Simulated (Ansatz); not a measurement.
**C₂H₈S₂Si: a ladder of functionals and wavefunction methods**

One table from this session's results is given with a row withheld; the runs are named, their logs left out.

The runs use Ansatz 0.2.0, Gaussian basis; functionals in def2-TZVPP, the program's frozen cores in correlated methods.

Plan: LDA (SPW92), PBE-D4, revPBE-D4, BLYP-D4, r2SCAN-D4, B97M-V, PBE0-D4, B3LYP-D4, r2SCANh-D4, r2SCAN0-D4, HSE06-D4, BHLYP-D4, CAM-B3LYP-D4, LC-ωPBE, ωB97X-V, ωB97M-V, B2PLYP, PBE-QIDH; CCSD(T)/def2-SVP; CCSD(T)/def2-TZVPP; MP2/def2-QZVPP; extrapolation to the limit; RPA on PBE.

**The geometry**

The geometry comes from an earlier relaxation with PBE0-D4 in a triple-zeta def2 set; it is a stationary point, not always the lowest conformer.

13 atoms, charge 0, spin multiplicity 1.

Atoms are counted from 1 here; the program's logs count them from 0.

Bond lengths: C1–Si2 1.862 Å, C1–H6 1.093 Å, C1–H7 1.091 Å, C1–H8 1.093 Å, Si2–C3 1.864 Å, Si2–S4 2.140 Å, Si2–S5 2.149 Å, C3–H9 1.094 Å, C3–H10 1.092 Å, C3–H11 1.093 Å, S4–H12 1.344 Å, S5–H13 1.345 Å. Angles: Si2–C1–H6 110.1°, Si2–C1–H7 110.7°, Si2–C1–H8 110.8°, H6–C1–H7 108.0°, H6–C1–H8 108.3°, H7–C1–H8 108.7°, C1–Si2–C3 111.6°, C1–Si2–S4 105.4°, C1–Si2–S5 112.2°, C3–Si2–S4 112.3°, C3–Si2–S5 109.5°, S4–Si2–S5 105.6°, Si2–C3–H9 110.7°, Si2–C3–H10 111.0°, Si2–C3–H11 110.1°, H9–C3–H10 108.1°, H9–C3–H11 108.3°, H10–C3–H11 108.5° and more.

The first run:

Input file in.yaml:

```yaml
crystal:
  periodic: [false, false, false]
  atoms:
    - {symbol: C, position_ang: [-1.585936, 0.816334, -0.015823]}
    - {symbol: Si, position_ang: [0.079704, 0.065404, -0.374935]}
    - {symbol: C, position_ang: [0.656729, -1.024358, 1.023037]}
    - {symbol: S, position_ang: [-0.169298, -1.019746, -2.202843]}
    - {symbol: S, position_ang: [1.571099, 1.556639, -0.785182]}
    - {symbol: H, position_ang: [-1.534147, 1.433454, 0.884818]}
    - {symbol: H, position_ang: [-1.910248, 1.451062, -0.842431]}
    - {symbol: H, position_ang: [-2.337204, 0.038310, 0.144212]}
    - {symbol: H, position_ang: [0.772430, -0.444777, 1.943459]}
    - {symbol: H, position_ang: [1.617887, -1.485572, 0.788775]}
    - {symbol: H, position_ang: [-0.073164, -1.816887, 1.206431]}
    - {symbol: H, position_ang: [1.111754, -1.420066, -2.265431]}
    - {symbol: H, position_ang: [1.820694, 1.815303, 0.510811]}
basis:
  gaussian: {orbitals: def2-TZVPP}
hamiltonian: {xc: lda}
output: {orbitals: {seedname: orbitals}}
```

Steps of the session up to this table: LDA; PBE-D4 (GGA); revPBE-D4 (GGA); BLYP-D4 (GGA); r2SCAN-D4 (meta-GGA); B97M-V (meta-GGA); PBE0-D4 (hybrid); B3LYP-D4 (hybrid); r2SCANh-D4 (hybrid); r2SCAN0-D4 (hybrid); HSE06-D4 (hybrid); BHLYP-D4 (hybrid); CAM-B3LYP-D4 (range-separated); LC-ωPBE-D4 (range-separated; the results give it without D4); ωB97X-V (range-separated); ωB97M-V (range-separated); B2PLYP (double hybrid); PBE-QIDH (double hybrid).

One of the session's tables, all rows but one given; the rest of the session is left out.

It belongs to the step «Frontier levels by functional». 

| functional | HOMO (eV) | LUMO (eV) | gap (eV) |
| --- | --- | --- | --- |
| LDA (SPW92) | -6.13 | -0.78 | 5.35 |
| PBE-D4 | -6.02 | -0.59 | 5.43 |
| revPBE-D4 | -5.97 | -0.49 | 5.48 |
| BLYP-D4 | -5.86 | -0.53 | 5.33 |
| r2SCAN-D4 | -6.30 | -0.19 | 6.11 |
| B97M-V | -6.39 | -0.42 | 5.97 |
| PBE0-D4 | -7.24 | 0.29 | 7.53 |
| B3LYP-D4 | -7.00 | 0.00 | 6.99 |
| r2SCANh-D4 | -6.75 | 0.12 | 6.87 |
| r2SCAN0-D4 | -7.42 | 0.57 | 7.99 |
| HSE06-D4 | ? | ? | ? |
| BHLYP-D4 | -8.32 | 1.03 | 9.35 |
| CAM-B3LYP-D4 | -8.56 | 1.18 | 9.74 |
| LC-ωPBE | -9.95 | 2.45 | 12.41 |
| ωB97X-V | -9.60 | 2.23 | 11.83 |
| ωB97M-V | -9.43 | 1.89 | 11.32 |

Estimate the missing values for HSE06-D4.

The run gave: HOMO (eV): -6.84; LUMO (eV): -0.08; gap (eV): 6.75. In the column «HOMO (eV)» it lies between B3LYP-D4 (-7.00) and r2SCANh-D4 (-6.75).
